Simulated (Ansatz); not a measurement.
Predict the output of the script below (Ansatz 0.2.0 through its Python package).

The script reads `ch5f3gesi.xyz`:
```text
11

F     1.44080    1.29080   -1.14680
C     1.60390    0.50210   -0.02430
F     1.47770    1.28200    1.10900
F     2.85780   -0.07720   -0.04710
Si    0.30170   -0.83570   -0.00820
Ge   -1.79920    0.13200    0.03000
H     0.47540   -1.67460    1.18680
H     0.43610   -1.66520   -1.21470
H    -1.97790    1.01750   -1.22950
H    -2.87960   -0.97930    0.04330
H    -1.93650    1.00760    1.30150
```

`ch5f3gesi_opt.py`
```python
"""Relax the CH5F3GeSi molecule."""

import logging
import sys

import ansatz as az
import numpy as np

logging.basicConfig(stream=sys.stdout, format="%(levelname)s %(message)s")
logger = logging.getLogger("run")
logger.setLevel(logging.INFO)

BASIS_SET = "def2-SVP"
FUNCTIONAL = "pbe0"
VDW = "d4"

system = az.Crystal.molecule_from_extxyz("ch5f3gesi.xyz")

model = (
    system.calculation()
    .basis(gaussian=BASIS_SET)
    .functional(FUNCTIONAL, dispersion=VDW)
)
symbols = [site.symbol for site in system.cartesian_sites]
start = np.array([site.position_ang for site in system.cartesian_sites], dtype=float)
def progress(event):
    if event["event"] == "relax_step":
        row = event["data"]
        logger.info(f"step {row['step']:3d}  E = {row['lagrangian_ev']:.6f} eV  largest force component {row['allowed_force_max_ev_ang']:.4f} eV/A")


summary = model.relax(force_tolerance=0.01).session().plan().execute(on_event=progress).report
end = np.array(summary["positions_ang"])

for key in ("converged", "free_energy_ev", "reference_energy_ev", "n_frozen", "n_occupied", "n_virtual"):
    logger.info(f"{key:22s} {summary[key]}")

logger.info("final positions (A) and the move of each atom")
for symbol, xyz, old in zip(symbols, end, start):
    logger.info(f"{symbol:2s} {xyz[0]:10.5f} {xyz[1]:10.5f} {xyz[2]:10.5f}   {np.linalg.norm(xyz - old):7.4f}")

charges = summary["charge_distribution"]
dipole = np.array(charges["dipole_moment_e_ang"]) * 4.803205
logger.info("dipole (D): {:.3f} {:.3f} {:.3f}, length {:.3f}".format(*dipole, np.linalg.norm(dipole)))
logger.info("atom  Mulliken   Lowdin")
for symbol, m, l in zip(symbols, charges["mulliken_charges_e"], charges["lowdin_charges_e"]):
    logger.info(f"{symbol:4s} {m:9.3f} {l:8.3f}")
with open("ch5f3gesi_opt.xyz", "w") as handle:
    handle.write(f"{len(symbols)}\nrelaxed CH5F3GeSi\n")
    handle.writelines(f"{s:2s} {x:11.6f} {y:11.6f} {z:11.6f}\n" for s, (x, y, z) in zip(symbols, end))
```

`python ch5f3gesi_opt.py` gives:
```text
INFO step   1  E = -73628.715353 eV  largest force component 1.6763 eV/A
INFO step   2  E = -73628.939799 eV  largest force component 1.3305 eV/A
INFO step   3  E = -73628.979922 eV  largest force component 0.2581 eV/A
INFO step   4  E = -73628.982039 eV  largest force component 0.0427 eV/A
INFO step   5  E = -73628.982360 eV  largest force component 0.0202 eV/A
INFO step   6  E = -73628.982489 eV  largest force component 0.0104 eV/A
INFO step   7  E = -73628.982643 eV  largest force component 0.0037 eV/A
INFO converged              True
INFO free_energy_ev         -73628.98266927319
INFO reference_energy_ev    -73628.77426850199
INFO n_frozen               0
INFO n_occupied             [42, 42]
INFO n_virtual              [89, 89]
INFO final positions (A) and the move of each atom
INFO F     1.48263    1.28813   -1.09887    0.0637
INFO C     1.62347    0.49478   -0.02465    0.0209
INFO F     1.51796    1.27973    1.05974    0.0637
INFO F     2.87291    0.01403   -0.04698    0.0925
INFO Si    0.28149   -0.90256   -0.00812    0.0698
INFO Ge   -1.85224    0.14830    0.03090    0.0555
INFO H     0.53225   -1.72920    1.20723    0.0814
INFO H     0.49223   -1.71968   -1.23744    0.0815
INFO H    -2.01681    1.02888   -1.21808    0.0421
INFO H    -2.95794   -0.92147    0.04482    0.0974
INFO H    -1.97574    1.01907    1.29145    0.0421
INFO dipole (D): -1.595 -1.245 0.021, length 2.024
INFO atom  Mulliken   Lowdin
INFO F       -0.197    0.081
INFO C        0.363   -0.347
INFO F       -0.197    0.081
INFO F       -0.190    0.086
INFO Si       0.256    0.215
INFO Ge       0.121    0.086
INFO H       -0.031   -0.050
INFO H       -0.031   -0.050
INFO H       -0.029   -0.033
INFO H       -0.036   -0.036
INFO H       -0.029   -0.033
```

`ch5f3gesi_opt.xyz`, as written:
```text
11
relaxed CH5F3GeSi
F     1.482629    1.288130   -1.098865
C     1.623465    0.494784   -0.024654
F     1.517963    1.279725    1.059737
F     2.872911    0.014026   -0.046977
Si    0.281489   -0.902561   -0.008125
Ge   -1.852243    0.148298    0.030905
H     0.532253   -1.729204    1.207233
H     0.492225   -1.719681   -1.237442
H    -2.016812    1.028880   -1.218079
H    -2.957941   -0.921468    0.044819
H    -1.975741    1.019071    1.291449
```

Total energies depend on the basis set; only differences at equal settings carry meaning. The end point is the stationary point reached from this start; no frequency run checks that it is a minimum, and the basis set is modest. The Löwdin charges here are taken after orthogonalising the functions within each atom; they differ from plain Löwdin charges, and their signs can be unphysical. Total less reference energy is the dispersion correction. Run time: 48 s on 1 thread of AMD EPYC 9B14 (Zen 4), with other jobs on the host, peak memory 0.44 GiB.
